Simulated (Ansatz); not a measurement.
A nudged elastic band was laid between two geometries of a periodic cell of 17 atoms, CuSi16 (host Si, host structure diamond, interstitial Cu), cell charge +1.

The calculation used DFT PBE, scalar-relativistic, plane waves, PAW in Ansatz 0.2.0. Settings: PAW set soft_1, cutoff 420 eV, k mesh 2x2x2, gaussian smearing 0.02 eV, no spin polarisation.

| Property | Result |
| --- | --- |
| movable images | 7 |
| climbing image | yes |
| spring | 2.0 eV/Å² |
| optimiser | quadratic models (default) |
| start path | IDPP |
| force threshold | 0.05 eV/Å |
| iteration limit | 24 |
| end points | relaxed |

First end point:

```xyz
17
Lattice="0.0000 5.4300 5.4300 5.4300 0.0000 5.4300 5.4300 5.4300 0.0000" Properties=species:S:1:pos:R:3
Si -0.058 -0.059 -0.031
Si 1.313 1.312 1.294
Si 2.668 2.669 -0.045
Si 4.020 4.022 1.306
Si 2.658 -0.004 2.715
Si 4.068 1.399 4.117
Si 5.368 2.685 2.659
Si 6.741 4.007 4.031
Si -0.002 2.653 2.718
Si 1.398 4.065 4.117
Si 2.682 5.369 2.660
Si 4.006 6.740 4.032
Si 2.851 2.850 5.572
Si 4.196 4.191 6.918
Si 5.425 5.425 5.381
Si 6.827 6.829 6.790
Cu 6.938 6.933 4.230
```

Last end point:

```xyz
17
Lattice="0.0000 5.4300 5.4300 5.4300 0.0000 5.4300 5.4300 5.4300 0.0000" Properties=species:S:1:pos:R:3
Si 0.133 -0.118 0.131
Si 1.361 1.424 1.362
Si 2.671 2.761 -0.070
Si 4.018 4.075 1.348
Si 2.758 0.006 2.759
Si 4.213 1.218 4.213
Si 5.429 2.670 2.754
Si 6.727 4.131 4.037
Si -0.072 2.761 2.671
Si 1.349 4.073 4.017
Si 2.667 5.489 2.667
Si 4.021 6.830 4.022
Si 2.754 2.670 5.428
Si 4.035 4.131 6.727
Si 5.373 5.479 5.374
Si 6.725 6.813 6.726
Cu 8.310 8.009 2.876
```

**Question.** Which bonds break or form, and what moves?

**Answer.** Contacts lost: Si15–Cu17, Si16–Cu17. Contacts made: Si4–Cu17, Si7–Cu17. The atom that moves furthest is Cu17, by 2.21 Å.

**Question.** What energy profile does the band end with?

**Answer.** It converged. The highest image is number 4 of 0 to 8, 0.042 eV above the ends, which have the same energy within 2 meV. A structure lower than the first end lies on the path between it and the top, so the climb from that side starts below the end, which may itself be a saddle point or a shallow side well. A structure lower than the last end lies on the path between it and the top, so the climb from that side starts below the end, which may itself be a saddle point or a shallow side well. The order of the stationary point at the top wasn't checked. Limits of this set-up: charged cell in a uniform background, uncorrected.

```tsv
image	path coordinate (Å)	energy (eV)	Si15–Cu17 (Å)	Si16–Cu17 (Å)	Si4–Cu17 (Å)
0	0.00	0.000	2.43	2.56	4.59
1	0.33	0.002	2.52	2.77	4.33
2	0.67	-0.004	2.67	3.04	4.03
3	1.00	0.018	2.96	3.27	3.66
4	1.33	0.042	3.31	3.52	3.30
5	1.67	0.017	3.67	3.77	2.95
6	2.01	-0.004	4.04	4.00	2.66
7	2.34	0.002	4.34	4.18	2.52
8	2.68	0.000	4.57	4.33	2.42
```

**Question.** What is the geometry of the highest image?

**Answer.** 
```xyz
17
Lattice="0.0000 5.4300 5.4300 5.4300 0.0000 5.4300 5.4300 5.4300 0.0000" Properties=species:S:1:pos:R:3
Si -0.125 -0.170 0.128
Si 1.274 1.309 1.276
Si 2.678 2.659 0.000
Si 3.938 3.955 1.497
Si 2.760 -0.063 2.674
Si 4.158 1.310 4.159
Si 5.436 2.660 2.757
Si 6.837 4.041 4.029
Si -0.084 2.762 2.634
Si 1.314 4.133 4.121
Si 2.668 5.459 2.767
Si 4.070 6.842 4.037
Si 2.800 2.762 5.518
Si 4.198 4.242 6.666
Si 5.567 5.546 5.297
Si 6.828 6.840 6.796
Cu 7.468 7.467 3.395
```

Run time: 4.3 min on 1 thread of Arm Neoverse V2, on a shared host, peak memory 0.96 GiB.
